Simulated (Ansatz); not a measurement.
## AgRh under changes of volume

One of the cells (16.064 Å³/atom); the others are scaled copies at fixed shape and fractional positions:

```
CELL_PARAMETERS angstrom
2.77759 0.00000 0.00000
-1.38879 2.40546 0.00000
0.00000 0.00000 4.80860
ATOMIC_POSITIONS crystal
Ag 0.00000 0.00000 0.50000
Rh 0.66667 0.33333 0.00000
```

The cell comes from a database or a generator and needn't be the stable form of this composition.

| Item | Value |
| --- | --- |
| Program | Ansatz 0.2.0 |
| Functional | PBE |
| Potentials or basis | Ansatz PAW |
| Cutoff | 420 eV (not typed: the program's choice for these potentials) |
| k mesh | 11 × 11 × 6 |
| Occupations | fermi-dirac, width 0.05 eV |
| Spin | no spin polarisation |

```csv
volume (Å³/atom),energy over the lowest point (meV/atom),pressure (GPa)
15.100,17.44,8.4
15.421,4.92,4.3
15.743,0.00,0.8
16.064,?,?
16.385,9.33,-5.0
16.707,22.04,-7.4
17.028,39.22,-9.5
```

What does the run at 16.064 Å³/atom give?

Energy over the lowest point 1.75 meV/atom; pressure -2.3 GPa.

Worked out: A Birch-Murnaghan fit of order 3 (a polynomial in V^(-2/3)) to the other rows has its minimum at 15.81 Å³/atom with B0 = V·E''(V) = 159 GPa and B' = 5.5 at fixed shape and positions, which overstates the stiffness. It gives 1.74 meV/atom at 16.064 Å³/atom, against the run's 1.75, and -dE/dV = -2.4 GPa, against -2.3.

Energies are extrapolated to zero smearing.
